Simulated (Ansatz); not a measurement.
# SiSbH4 radical (SMILES [SiH2][SbH2]): one structure at several levels

The atoms stand at a structure displaced at random from a GFN2-xTB minimum. How far do the functionals agree with CCSD(T) there?

Method: single points in def2-TZVPP; program: Ansatz 0.2.0, Gaussian basis.

Correlated methods freeze the cores. Filled d shells of the heavier atoms are correlated. Core potentials replace the inner electrons past krypton, and spin-orbit coupling is left out. Orbitals are unrestricted. B3LYP uses VWN-RPA correlation.

## Step 1: The system as given

SMILES `[SiH2][SbH2]`, 6 atoms, charge 0, spin multiplicity 2.

Atoms are counted from 1 here; the program's logs count them from 0.

Bond lengths: Si1–Sb2 2.545 Å, Si1–H3 1.497 Å, Si1–H4 1.450 Å, Sb2–H5 1.714 Å, Sb2–H6 1.747 Å. Angles: Sb2–Si1–H3 107.3°, Sb2–Si1–H4 108.8°, H3–Si1–H4 102.6°, Si1–Sb2–H5 92.2°, Si1–Sb2–H6 91.5°, H5–Sb2–H6 88.6°.

Coordinates:

```csv
atom,x (Å),y (Å),z (Å)
Si1,-0.48630,-1.03710,-0.04430
Sb2,0.87270,1.11170,0.06140
H3,-0.13480,-1.84620,1.16470
H4,0.01610,-1.85590,-1.13020
H5,-0.04410,1.83010,-1.19630
H6,-0.23930,1.81200,1.21310
```

## Step 2: CCSD(T)/def2-TZVPP

Input file run/in.yaml:

```yaml
crystal:
  periodic: [false, false, false]
  atoms:
    - {symbol: Si, position_ang: [-0.486300, -1.037100, -0.044300]}
    - {symbol: Sb, position_ang: [0.872700, 1.111700, 0.061400]}
    - {symbol: H, position_ang: [-0.134800, -1.846200, 1.164700]}
    - {symbol: H, position_ang: [0.016100, -1.855900, -1.130200]}
    - {symbol: H, position_ang: [-0.044100, 1.830100, -1.196300]}
    - {symbol: H, position_ang: [-0.239300, 1.812000, 1.213100]}
basis:
  gaussian: {orbitals: def2-TZVPP}
magnetization: {spin_polarized: true, initial_magnetization: 1}
correlation: {method: ccsd_t}
scf: {omitted_lower_state_checks: [cluster_reference]}
output: {forces: true}
```

Launch:

```sh
ansatz run in.yaml --threads 4 --pin off --events-out ev --progress --plain --max-ram 5222MiB
```

## Step 3: PBE0-D4/def2-TZVPP

run/in.yaml: that of step 2 with these lines changed.

```diff
@@ -12,4 +12,3 @@
 magnetization: {spin_polarized: true, initial_magnetization: 1}
-correlation: {method: ccsd_t}
-scf: {omitted_lower_state_checks: [cluster_reference]}
-output: {forces: true}
+hamiltonian: {xc: pbe0, dispersion: d4}
+output: {forces: true, orbitals: {seedname: orbitals}}
```

## Step 4: wB97M-V/def2-TZVPP

run/in.yaml: that of step 3 with these lines changed.

```diff
@@ -12,3 +12,3 @@
 magnetization: {spin_polarized: true, initial_magnetization: 1}
-hamiltonian: {xc: pbe0, dispersion: d4}
-output: {forces: true, orbitals: {seedname: orbitals}}
+hamiltonian: {xc: {name: wB97M-V}}
+output: {forces: true}
```

## Step 5: r2SCAN-D4/def2-TZVPP

run/in.yaml: that of step 4 with these lines changed.

```diff
@@ -12,3 +12,3 @@
 magnetization: {spin_polarized: true, initial_magnetization: 1}
-hamiltonian: {xc: {name: wB97M-V}}
+hamiltonian: {xc: r2scan, dispersion: d4}
 output: {forces: true}
```

## Step 6: PBE-D4/def2-TZVPP

run/in.yaml: that of step 5 with these lines changed.

```diff
@@ -12,3 +12,3 @@
 magnetization: {spin_polarized: true, initial_magnetization: 1}
-hamiltonian: {xc: r2scan, dispersion: d4}
+hamiltonian: {xc: pbe, dispersion: d4}
 output: {forces: true}
```

## Step 7: HSE06-D4/def2-TZVPP

run/in.yaml: that of step 6 with these lines changed.

```diff
@@ -12,3 +12,3 @@
 magnetization: {spin_polarized: true, initial_magnetization: 1}
-hamiltonian: {xc: pbe, dispersion: d4}
+hamiltonian: {xc: hse06, dispersion: d4}
 output: {forces: true}
```

## Step 8: B3LYP-D4/def2-TZVPP

run/in.yaml: that of step 7 with these lines changed.

```diff
@@ -12,3 +12,3 @@
 magnetization: {spin_polarized: true, initial_magnetization: 1}
-hamiltonian: {xc: hse06, dispersion: d4}
+hamiltonian: {xc: {name: B3LYP}, dispersion: d4}
 output: {forces: true}
```

(Steps that only read results are left out.)

**Question.** What will these runs give? Wanted: energy less free atoms, CCSD(T)/def2-TZVPP; RMS force component; RMS force error; HOMO and LUMO, PBE0-D4; T1 diagnostic.

As calculated:

| quantity | value |
| --- | --- |
| energy less free atoms, CCSD(T)/def2-TZVPP | -312.3 kcal/mol |
| RMS force component | 0.327 to 0.377 eV/Å over the methods |
| RMS force error | PBE0-D4 0.081, wB97M-V 0.038, r2SCAN-D4 0.083, PBE-D4 0.217, HSE06-D4 0.082, B3LYP-D4 0.114 eV/Å |
| HOMO and LUMO, PBE0-D4 | -6.15 and -2.91 eV |
| T1 diagnostic | 0.017 |

What this shows: Against CCSD(T) the functionals' energies less atoms differ by -15.0 to -6.3 kcal/mol, PBE-D4 by -10.4 kcal/mol. The reference is not at the basis limit: in triple zeta CCSD(T) underbinds, which counts against methods that bind more; the gaps are no ranking. The forces of wB97M-V come nearest to CCSD(T), those of PBE-D4 are farthest. Frozen-core CCSD(T) forces in triple zeta carry basis errors of their own, and this is one geometry, so small gaps rank nothing.
